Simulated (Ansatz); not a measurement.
# CH7SiSn radical: a ladder of functionals and wavefunction methods

One table from this session's results is given with a row withheld; the runs are named, their logs left out.

The runs use Ansatz 0.2.0, Gaussian basis; functionals in def2-TZVPP, the program's frozen cores in correlated methods.

Levels to be run: LDA (SPW92), PBE-D4, revPBE-D4, BLYP-D4, r2SCAN-D4, B97M-V, PBE0-D4, B3LYP-D4, r2SCANh-D4, r2SCAN0-D4, HSE06-D4, BHLYP-D4, CAM-B3LYP-D4, LC-ωPBE, ωB97X-V, ωB97M-V, B2PLYP, PBE-QIDH; CCSD(T)/def2-SVP; CCSD(T)/def2-TZVPP; MP2/def2-QZVPP; extrapolation to the limit; RPA on PBE.

### The relaxed structure

An earlier PBE0-D4 in a triple-zeta def2 set relaxation fixed the geometry. Sn takes the def2 core potential; no spin-orbit term is included.

SMILES `[CH3][SnH][SiH3]`, 10 atoms, charge 0, spin multiplicity 2.

Atoms are counted from 1 here; the program's logs count them from 0.

Bond lengths: C1–Sn2 2.159 Å, C1–H4 1.089 Å, C1–H5 1.092 Å, C1–H6 1.090 Å, Sn2–Si3 2.574 Å, Sn2–H7 1.725 Å, Si3–H8 1.487 Å, Si3–H9 1.488 Å, Si3–H10 1.491 Å. Angles: Sn2–C1–H4 110.1°, Sn2–C1–H5 109.0°, Sn2–C1–H6 109.8°, H4–C1–H5 109.3°, H4–C1–H6 109.4°, H5–C1–H6 109.2°, C1–Sn2–Si3 112.1°, C1–Sn2–H7 107.8°, Si3–Sn2–H7 110.9°, Sn2–Si3–H8 109.7°, Sn2–Si3–H9 109.1°, Sn2–Si3–H10 112.6°, H8–Si3–H9 108.6°, H8–Si3–H10 108.5°, H9–Si3–H10 108.2°.

Coordinates:

```xyz
10
CH7SiSn
C    -1.3890    1.2254   -0.6442
Sn   -0.5372   -0.7582   -0.6310
Si    1.3605   -0.9865    1.0928
H    -1.7653    1.4770    0.3466
H    -0.6175    1.9424   -0.9308
H    -2.2054    1.2710   -1.3643
H     0.0349   -1.0979   -2.2228
H     1.9128   -2.3664    1.0511
H     0.8158   -0.7338    2.4539
H     2.4733   -0.0243    0.8517
```

Set-up of the first run:

Input file in.yaml:

```yaml
crystal:
  periodic: [false, false, false]
  atoms:
    - {symbol: C, position_ang: [-1.388988, 1.225365, -0.644198]}
    - {symbol: Sn, position_ang: [-0.537221, -0.758164, -0.630997]}
    - {symbol: Si, position_ang: [1.360517, -0.986479, 1.092824]}
    - {symbol: H, position_ang: [-1.765298, 1.477025, 0.346563]}
    - {symbol: H, position_ang: [-0.617492, 1.942377, -0.930801]}
    - {symbol: H, position_ang: [-2.205389, 1.270996, -1.364332]}
    - {symbol: H, position_ang: [0.034906, -1.097852, -2.222809]}
    - {symbol: H, position_ang: [1.912788, -2.366374, 1.051097]}
    - {symbol: H, position_ang: [0.815842, -0.733840, 2.453945]}
    - {symbol: H, position_ang: [2.473334, -0.024257, 0.851707]}
basis:
  gaussian: {orbitals: def2-TZVPP}
magnetization: {spin_polarized: true, initial_magnetization: 1}
hamiltonian: {xc: lda}
output: {orbitals: {seedname: orbitals}}
```

Steps of the session up to this table: LDA; PBE-D4 (GGA); revPBE-D4 (GGA); BLYP-D4 (GGA); r2SCAN-D4 (meta-GGA); B97M-V (meta-GGA); PBE0-D4 (hybrid); B3LYP-D4 (hybrid); r2SCANh-D4 (hybrid); r2SCAN0-D4 (hybrid); HSE06-D4 (hybrid); BHLYP-D4 (hybrid); CAM-B3LYP-D4 (range-separated); LC-ωPBE-D4 (range-separated; the results give it without D4); ωB97X-V (range-separated); ωB97M-V (range-separated); B2PLYP (double hybrid); PBE-QIDH (double hybrid).

One table of the session follows, with a row left open; its other results are not shown here.

It belongs to the step «Frontier levels by functional». 

| functional | HOMO (eV) | LUMO (eV) | gap (eV) |
| --- | --- | --- | --- |
| LDA (SPW92) | -4.75 | -3.99 | 0.76 |
| PBE-D4 | -4.70 | -3.66 | 1.04 |
| revPBE-D4 | -4.68 | -3.53 | 1.14 |
| BLYP-D4 | -4.50 | -3.68 | 0.82 |
| r2SCAN-D4 | -5.03 | -3.33 | 1.70 |
| B97M-V | -4.85 | -3.88 | 0.97 |
| PBE0-D4 | -5.67 | -2.81 | 2.86 |
| B3LYP-D4 | -5.42 | -3.18 | 2.24 |
| r2SCANh-D4 | -5.38 | -3.03 | 2.34 |
| r2SCAN0-D4 | -5.91 | -2.60 | 3.31 |
| HSE06-D4 | -5.28 | -3.18 | 2.11 |
| BHLYP-D4 | -6.44 | -2.06 | 4.37 |
| CAM-B3LYP-D4 | -6.79 | -1.95 | 4.83 |
| LC-ωPBE | ? | ? | ? |
| ωB97X-V | -7.66 | -1.00 | 6.66 |
| ωB97M-V | -7.60 | -1.17 | 6.43 |

Q: Estimate the row for LC-ωPBE from the others.

As computed: HOMO (eV): -8.11; LUMO (eV): -0.61; gap (eV): 7.50. In the column «HOMO (eV)» it is the lowest.
